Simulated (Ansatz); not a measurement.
**InH2Se− (SMILES [Se-][InH2]): one structure at several levels**

An exercise on one series of results from a longer session: the logs are not shown, and one member is left open.

Method: single points in def2-TZVPPD; program: Ansatz 0.2.0, Gaussian basis.

Cores are frozen in the correlated methods. Filled d shells of the heavier atoms are correlated. Core potentials replace the inner electrons past krypton, and spin-orbit coupling is left out.

### The system as given

SMILES `[Se-][InH2]`, 4 atoms, charge -1, spin multiplicity 1.

Atoms are counted from 1 here; the program's logs count them from 0.

Bond lengths: Se1–In2 2.515 Å, In2–H3 1.862 Å, In2–H4 1.781 Å. Angles: Se1–In2–H3 126.1°, Se1–In2–H4 127.3°, H3–In2–H4 106.6°.

Geometry (Å):

```
Se   -1.9778    0.7151   -1.1654
In    0.0687   -0.0776    0.0626
H     0.7800   -1.7972    0.0108
H     1.1614    0.8947    1.0795
```

Set-up of the first run:

Input file run/in.yaml:

```yaml
crystal:
  periodic: [false, false, false]
  atoms:
    - {symbol: Se, position_ang: [-1.977800, 0.715100, -1.165400]}
    - {symbol: In, position_ang: [0.068700, -0.077600, 0.062600]}
    - {symbol: H, position_ang: [0.780000, -1.797200, 0.010800]}
    - {symbol: H, position_ang: [1.161400, 0.894700, 1.079500]}
basis:
  gaussian: {orbitals: "def2-TZVPPD.json"}
total_charge: -1
correlation: {method: ccsd_t}
output: {forces: true}
```

The basis file named in the input lies beside it (Basis Set Exchange, JSON).

The command line of these runs was not kept.

Among the steps run: CCSD(T)/def2-TZVPPD; PBE0-D4/def2-TZVPPD; wB97M-V/def2-TZVPPD; r2SCAN-D4/def2-TZVPPD; PBE-D4/def2-TZVPPD; r2SCANh-D4/def2-TZVPPD; BLYP-D4/def2-TZVPPD.

One of the session's tables, all rows but one given; the rest of the session is left out.

| method | RMS force component (eV/Å) | angle to CCSD(T) forces (°) |
| --- | --- | --- |
| CCSD(T) | 0.463 | reference |
| PBE0-D4 | 0.466 | 5.7 |
| wB97M-V | ? | ? |
| r2SCAN-D4 | 0.451 | 4.3 |
| PBE-D4 | 0.359 | 10.7 |
| r2SCANh-D4 | 0.480 | 4.0 |
| BLYP-D4 | 0.272 | 18.5 |

Estimate the missing values for wB97M-V.

As computed: RMS force component (eV/Å): 0.517; angle to CCSD(T) forces (°): 4.1. In the column «RMS force component (eV/Å)» it is the highest.
